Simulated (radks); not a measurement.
**Ar⁴⁺ in [Ne] 3s2 3p2: an all-electron calculation**

What are the levels of the argon ion Ar4+, how large are its shells, and how does its energy divide?

Method: scalar-relativistic Kohn-Sham, r2SCAN, spin-polarised, spherical densities, finite nucleus; open shells are filled with parallel spins first. Code: radks (a radial shooting solver on a logarithmic mesh, Libxc functionals) version 1.

## 1. Starting point

```
element            : argon (Z = 18)
charge             : +4
electrons          : 14
configuration      : [Ne] 3s2 3p2
nuclear rms radius : 3.4274 fm
```

Outer shells as boxes (Hund's rule):

Ar⁴⁺
```
[Ne] core
3s [↑↓]
3p [↑ ][↑ ][  ]
```

## 2. The run

Settings of this run:

```text
Z 18
configuration [Ne] 3s2 3p2
relativity scalar-relativistic
functional r2scan,r2scan
spin polarised
nucleus finite rms 3.4274 fm
c 137.035999084
```

Q: Predict the outcome of this run.

**Answer**, as computed:

| quantity | value |
| --- | --- |
| total energy | -524.12006 hartree |
| exchange-correlation share of it | 5.55 % |
| −T/E | 1.0055 |
| highest occupied level | 3p up, -67.410 eV |
| most extended occupied level | 3p up, <r> = 1.33 bohr |
| radius at density 0.001 e/bohr³ | 2.77 bohr |
| maxima of the radial density | 3 |
| ionisation energy, NIST | 74.8 (semi-emp.) eV |

What this shows: The radial density shows 3 maxima for 3 occupied principal shells. −T/E is 1.006: with relativity the kinetic term as defined here no longer equals −E. The top level binds by 67.410 eV, 90 % of the NIST ionisation energy of 74.8 eV. Open shells are spherical and high-spin; term and fine-structure splittings are not resolved.
